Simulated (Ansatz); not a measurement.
# k/polar: the band gap up the ladder of functionals

The task here is to estimate one member of a computed series from the others.

The runs shown are made with Ansatz 0.2.0. PAW datasets, plane waves. No spin polarisation and no zero-point or thermal motion; the cell was built from a prototype and may be hypothetical.

## Starting point

The cell was relaxed beforehand with r2SCAN.

The symmetry is P1 (No. 1, triclinic); conventional cell a = 5.062 Å, b = 5.064 Å, c = 5.317 Å, α = 98.2°, β = 91.0°, γ = 91.7°, 11.24 Å³ an atom. Hf has 7 O at 2.08–2.19 Å; Hf has 6 O at 2.02–2.32 Å; Hf has 7 O at 2.02–2.31 Å; Ti has 6 O at 1.83–2.33 Å; O has 3 Hf at 2.05–2.13 Å.

The structure in full:

```xyz
12
Lattice="5.0617 -0.0762 0.0461 -0.0773 5.0501 0.3635 0.0480 0.3770 5.3032" Properties=species:S:1:pos:R:3 pbc="T T T"
Hf    1.4446    1.2038    0.3032
Hf    1.0372    3.5872    2.7335
Hf    3.6123    1.3171    2.9688
Ti    3.9715    3.8867    5.3137
O     0.1353    2.0215    1.7675
O     0.1681    4.4760    0.8883
O     2.4365    2.7305    4.0043
O     2.7762    5.3408    5.0661
O     2.1574    5.2473    2.3790
O     2.6845    2.6265    1.3099
O     4.9886    2.3396    4.4474
O     4.6694    4.6613    3.6231
```

The first run:

File input.yaml:

```yaml
crystal:
  lattice:
    - [5.0616747581, -0.076221406, 0.0461491241]
    - [-0.0773462889, 5.0501035917, 0.3634902823]
    - [0.0480112558, 0.3770120686, 5.3031879603]
  atoms:
    - { symbol: Hf, position: [0.2887119074, 0.2398773637, 0.0382262427] }
    - { symbol: Hf, position: [0.2108512793, 0.6786353517, 0.4670973539] }
    - { symbol: Hf, position: [0.7120830932, 0.2314033039, 0.5377481832] }
    - { symbol: Ti, position: [0.7865131077, 0.7108379056, 0.9464147114] }
    - { symbol: O, position: [0.0295915426, 0.3778048012, 0.3071322628] }
    - { symbol: O, position: [0.0456359656, 0.8790198958, 0.1068645229] }
    - { symbol: O, position: [0.4821261346, 0.4944230608, 0.716982922] }
    - { symbol: O, position: [0.5553962778, 1.0001092667, 0.8819031058] }
    - { symbol: O, position: [0.4382061188, 1.0176640818, 0.3750348361] }
    - { symbol: O, position: [0.5362357155, 0.5127083763, 0.2071962185] }
    - { symbol: O, position: [0.984346114, 0.4183002021, 0.8013850959] }
    - { symbol: O, position: [0.9303027436, 0.8912163903, 0.6140145447] }
kpoints:
  mp_grid: { grid: [6, 6, 6] }
  band_path:
    path:
      - [[0.0, 0.0, 0.0], [-4.380934042066e-18, -1.575271833062e-18, 0.5]]
      - [[-0.5, 5.404397381479e-17, 1.608373164655e-17], [0.0, 0.0, 0.0], [-4.287297616229e-17, -0.5, 3.540276808e-18]]
      - [[0.5, -0.5, -0.5], [0.0, 0.0, 0.0], [0.5, -0.5, -1.323808019562e-17]]
      - [[-3.95815506544e-17, -0.5, -0.5], [0.0, 0.0, 0.0], [0.5, -5.855499036499e-17, 0.5]]
    npoints: 10
hamiltonian:
  xc: pbe
scf:
  occupations: { method: fermi_dirac, width: 0.02 }
  n_extra_bands: 7
output:
  forces: true
  stress: true
  eigenvalues: true
```

Steps of the session up to this table: PBE bands along the symmetry lines; Single point with r2SCAN; HSE06 at the same geometry; Single point with PBE+SOC; Single point with PBE0.

One table of the session follows, with a row left open; its other results are not shown here.

| level | gap (eV) |
| --- | --- |
| PBE | 3.16 |
| r2SCAN | 3.55 |
| HSE06 | 4.82 |
| PBE+SOC | 3.16 |
| PBE0 | ? |

Q: Estimate the row for PBE0 from the others.

The run gave: gap (eV): 5.58. In the column «gap (eV)» it is the highest.

Meshes: PBE 6×6×6, r2SCAN 6×6×6, HSE06 4×4×4, PBE+SOC 6×6×6, PBE0 4×4×4

PBE+SOC gives the least gap, 3.16 eV, and PBE0 the largest, 5.58 eV. PBE reaches 66 % of the HSE06 value, and r2SCAN 74 %. PBE0 lies 0.77 eV above HSE06, which differs from it by screening the long-range exchange.

Caveats from the session: Warnings in the runs' records: stress exchange threshold loose, stress scf threshold loose.
